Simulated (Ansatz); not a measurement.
Wanted: the native input for an Ansatz 0.2.0 run.

```
Task                : relaxation of cell and atoms
Functional          : HSE03
Potentials or basis : Ansatz PAW
Cutoff              : 420 eV (not typed: the program's choice for these potentials)
k mesh              : 5 × 5 × 5
Occupations         : fermi-dirac, width 0.05 eV
Spin                : no spin polarisation
```

SiF:

```
Si F
1.0
     3.02860    0.00000    0.00000
     0.00000    3.02860    0.00000
     0.00000    0.00000    3.02860
Si F
1 1
Direct
  0.50000 0.50000 0.50000
  0.00000 0.00000 0.00000
```

The cell was built by a generator and needn't be a form met in nature.

These files were run (other wordings do the same):

input

```
crystal:
  lattice:
    - [3.0286, 0.0, 0.0]
    - [0.0, 3.0286, 0.0]
    - [0.0, 0.0, 3.0286]
  atoms:
    - { symbol: Si, position: [0.5, 0.5, 0.5] }
    - { symbol: F, position: [0.0, 0.0, 0.0] }
hamiltonian:
  xc: { exchange: pbe, correlation: pbe, exx: { coeff: 0.25, omega: 0.3 } }
  pseudopotentials: { kind: paw }
kpoints:
  mp_grid: { grid: [5, 5, 5] }
scf:
  occupations: { method: fermi_dirac, width: 0.05 }
output:
  forces: true
  stress: true
  eigenvalues: true
relax:
  f_tol: 0.01
  max_steps: 40
  cell: { stress_tol: 0.05 }
```

It gave:

```
Relaxed volume                         : 13.62 Å³/atom
Relaxed cell                           : a = 3.009 Å, b = 3.009 Å, c = 3.009 Å, α = 90.00°, β = 90.00°, γ = 90.00°
Space group after relaxing (to 0.05 Å) : Pm-3m (No. 221)
Energy gained by relaxing              : 1.3 meV/atom
Ionic steps                            : 6
Pressure after relaxing                : 0.0 GPa
Band gap on the k mesh                 : none (metal or under the smearing width)
```

Caveat: the k mesh is coarse (spacing up to 0.41 Å⁻¹), so the values aren't converged, least of all with exact exchange; the plane-wave basis is chosen anew once the cell has moved, so the energies of steps on either side of that aren't comparable; an odd number of electrons without spin polarisation forces a metal; a magnetic or distorted state may lie lower; the PAW data sets come from PBE, with cores solved anew for the run's functional, which leaves a small shift of forces and pressure.

Wall time 24 s on 1 × NVIDIA H100 80GB HBM3 with 2 threads of AMD EPYC 7R13 Processor (Zen 3), on a shared host, peak memory 1.6 GiB.
